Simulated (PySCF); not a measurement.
# C6H7OSe−: excited states

What do calculations give for the excited states of C6H7OSe− (`C=C(/C=C\[Se-])C(C)=O`)?

Computed with PySCF 2.14.0 and routines of our own; the level stands in each step. Atoms count from 0.

## (1) The starting structure

15 atoms, charge -1, multiplicity 1; geometry from: GFN2-xTB.

## (2) Excited states: TDA PBE0/def2-SVP

The job: settings as JSON, then the geometry in Å.

```
{"job": {"kind": "states", "xc": "PBE0", "basis": "def2-SVP", "tda": true, "soc": true, "nstates": 5, "ntriplets": 4, "nquad": 4}, "charge": -1, "multiplicity": 1}
C     -0.559555     0.918229    -1.687556
C     -0.036759     0.157856    -0.713572
C      1.379201     0.050221    -0.504351
C      2.017325    -0.771793     0.349048
Se     1.284628    -2.002922     1.516690
C     -1.009562    -0.532329     0.192458
C     -1.177680     0.163119     1.528137
O     -1.749614    -1.413447    -0.181493
H      0.065206     1.487284    -2.359243
H     -1.624036     0.989898    -1.839352
H      1.990916     0.683539    -1.143740
H      3.102640    -0.743712     0.373695
H     -1.647332    -0.510497     2.239483
H     -0.220375     0.499493     1.912910
H     -1.819416     1.033050     1.372773
```

With the program's defaults for keys left out, this is: TDA PBE0/def2-SVP excited states, vertical, gas phase, spin-orbit mean-field couplings.

On the command line:

```sh
> OMP_NUM_THREADS=1 python excited_run.py task.json out
```

The driver reads the jobs from task.json and runs them one after another.

Standard output:

```text
coarse grid: 60896 points
cycle   1  E = -2708.3027199075  dE =  1.864e-01  |g| = 8.372e-01  |ddm| = 4.384e+00
cycle   2  E = -2707.9489553960  dE =  3.538e-01  |g| = 1.588e+00  |ddm| = 3.460e+00
cycle   3  E = -2708.4574684894  dE = -5.085e-01  |g| = 2.312e-01  |ddm| = 2.529e+00
cycle   4  E = -2708.4707758371  dE = -1.331e-02  |g| = 6.340e-02  |ddm| = 3.856e-01
cycle   5  E = -2708.4714487680  dE = -6.729e-04  |g| = 2.850e-02  |ddm| = 9.041e-02
cycle   6  E = -2708.4716419031  dE = -1.931e-04  |g| = 1.075e-02  |ddm| = 4.507e-02
cycle   7  E = -2708.4716680721  dE = -2.617e-05  |g| = 2.041e-03  |ddm| = 1.289e-02
cycle   8  E = -2708.4716688165  dE = -7.444e-07  |g| = 1.070e-03  |ddm| = 3.461e-03
final grid: 129136 points
cycle   9  E = -2708.4716507593  dE =  6.040e-07  |g| = 1.943e-03  |ddm| = 4.370e-03
cycle  10  E = -2708.4716483614  dE =  2.398e-06  |g| = 3.643e-03  |ddm| = 6.281e-03
cycle  11  E = -2708.4716517095  dE = -3.348e-06  |g| = 2.432e-04  |ddm| = 4.152e-03
cycle  12  E = -2708.4716517244  dE = -1.489e-08  |g| = 2.554e-05  |ddm| = 2.567e-04
cycle  13  E = -2708.4716517245  dE = -1.464e-10  |g| = 8.118e-06  |ddm| = 4.157e-05
converged SCF energy = -2708.4716517245

Singlet excitations
state   eV       nm        f     d(h-e)  d(exc)  Lambda  PR(NTO)  |dmu|/D   mu/D   main configurations
  1   2.9272   423.6   0.00380   2.386   3.697   0.468   1.031    4.529    4.340   H-1->L 0.74, H->L 0.23
  2   3.3531   369.8   0.04391   2.014   3.583   0.498   1.347    4.157    4.583   H->L+1 0.44, H->L 0.39, H-1->L 0.12
  3   3.6956   335.5   0.04247   1.831   3.463   0.455   1.173    3.525    3.906   H-1->L+1 0.61, H->L+1 0.27, H->L 0.09
  4   4.4387   279.3   0.03271   0.585   2.551   0.520   1.100    1.193    1.746   H-2->L 0.46, H-2->L+1 0.41
  5   4.5366   273.3   0.45025   2.118   3.569   0.488   2.095                     H-1->L+1 0.26, H->L+1 0.23, H->L 0.20

Triplet excitations (Tamm-Dancoff)
state   eV     d(h-e)  d(exc)  Lambda  PR(NTO)   main configurations
  1   2.2149   1.005   3.332   0.593   1.019   H->L 0.88
  2   2.7342   2.382   3.685   0.434   1.006   H-1->L 0.95
  3   3.2671   1.990   3.404   0.439   1.037   H->L+1 0.51, H-1->L+1 0.45
  4   3.3939   1.824   3.441   0.441   1.041   H-1->L+1 0.53, H->L+1 0.42
S1 - T1 = 0.7123 eV

Spin-orbit couplings |<S|Hso|T>| (cm-1)
             T1       T2       T3       T4
S0       64.275  341.966   92.922  291.925
S1      518.401  180.210   50.072   32.550
S2      197.570  478.081  201.777  362.056
S3       21.862  261.899  578.783   96.010
S4       29.139   98.297   48.430  127.427
S5       42.319  306.149   23.886  454.449
T1 sublevels (cm-1): 0.000 0.043 20.773   radiative rates (1/s): 91.7 0.674 1.07e+04
```

Run time: 28 s. Hardware: 1 thread of Arm Neoverse V1, shared host; peak memory 0.78 GiB.

In short:

```
  quantity    value
S1 less T1  0.71 eV
```

## (3) Excited states: TDDFT PBE0/aug-cc-pVDZ

The job, as its differences from that of step 2:

```diff
@@ -1,2 +1,2 @@
-{"job": {"kind": "states", "xc": "PBE0", "basis": "def2-SVP", "tda": true, "soc": true, "nstates": 5, "ntriplets": 4, "nquad": 4}, "charge": -1, "multiplicity": 1}
+{"job": {"kind": "states", "xc": "PBE0", "basis": "aug-cc-pVDZ", "tpa": true, "nstates": 6, "nquad": 5, "ntriplets": 0}, "charge": -1, "multiplicity": 1}
 C     -0.559555     0.918229    -1.687556
```

Level: TDDFT PBE0/aug-cc-pVDZ excited states, vertical, gas phase, two-photon moments by quadratic response.

Standard output:

```text
coarse grid: 60896 points
cycle   1  E = -2708.8423909420  dE =  2.922e-01  |g| = 8.219e-01  |ddm| = 1.573e+01
cycle   2  E = -2708.4457096713  dE =  3.967e-01  |g| = 1.622e+00  |ddm| = 8.630e+00
cycle   3  E = -2708.9980030173  dE = -5.523e-01  |g| = 2.375e-01  |ddm| = 6.609e+00
cycle   4  E = -2709.0118901930  dE = -1.389e-02  |g| = 6.303e-02  |ddm| = 9.610e-01
cycle   5  E = -2709.0126662001  dE = -7.760e-04  |g| = 2.905e-02  |ddm| = 2.520e-01
cycle   6  E = -2709.0128806426  dE = -2.144e-04  |g| = 7.432e-03  |ddm| = 9.594e-02
cycle   7  E = -2709.0128941761  dE = -1.353e-05  |g| = 2.274e-03  |ddm| = 3.153e-02
cycle   8  E = -2709.0128953858  dE = -1.210e-06  |g| = 1.002e-03  |ddm| = 9.818e-03
final grid: 129136 points
cycle   9  E = -2709.0129087563  dE =  4.383e-07  |g| = 1.827e-03  |ddm| = 3.419e-02
cycle  10  E = -2709.0129065749  dE =  2.181e-06  |g| = 3.445e-03  |ddm| = 1.536e-02
cycle  11  E = -2709.0129096086  dE = -3.034e-06  |g| = 2.381e-04  |ddm| = 1.013e-02
cycle  12  E = -2709.0129096231  dE = -1.449e-08  |g| = 2.620e-05  |ddm| = 6.049e-04
cycle  13  E = -2709.0129096233  dE = -1.473e-10  |g| = 1.287e-05  |ddm| = 1.385e-04
converged SCF energy = -2709.0129096233

Singlet excitations
state   eV       nm        f     d(h-e)  d(exc)  Lambda  PR(NTO)  |dmu|/D   mu/D   delta(TPA)   sigma/GM   main configurations
  1   2.8072   441.7   0.00968   3.075   5.261   0.254   1.292    9.760    7.772      439.04      1.268   H->L 0.57, H-1->L+2 0.12, H->L+2 0.11
  2   2.8794   430.6   0.00801   3.248   5.341   0.256   1.967   10.487    8.879      643.58      1.955   H->L 0.35, H-1->L+2 0.17, H->L+1 0.12
  3   3.0690   404.0   0.04870   2.686   5.114   0.303   1.436    8.186    6.688     1021.18      3.524   H->L+1 0.65, H-1->L+2 0.09
  4   3.1168   397.8   0.00269   2.927   6.014   0.283   1.979    9.509    7.511     1496.79      5.327   H->L+2 0.34, H-1->L 0.32, H-1->L+3 0.15
  5   3.1339   395.6   0.01302   3.025   6.251   0.290   1.997   10.149    8.095      181.13      0.652   H->L+2 0.39, H-1->L 0.35, H-1->L+3 0.08
  6   3.2342   383.4   0.05037   2.444   5.828   0.335   1.132                                            H->L+3 0.80
```

Run time: 72 s. Hardware: 1 thread of Arm Neoverse V1, shared host; peak memory 1.2 GiB.

## (4) What came out

| quantity | value |
| --- | --- |
| S1 less T1 (step 2, TDA PBE0/def2-SVP) | 0.71 eV |

Scalar relativity is left out for the heavy atoms. For an anion in the gas phase, states above the energy of detachment are held by the basis alone, so excitations and responses hang on it. In step 2, the number of triplets below S1 is 2, and the largest singlet-triplet spin-orbit coupling is S3–T3, 578.78 cm⁻¹. Steps that list no spin-orbit terms leave them out, which matters at and beside the heavy atoms.
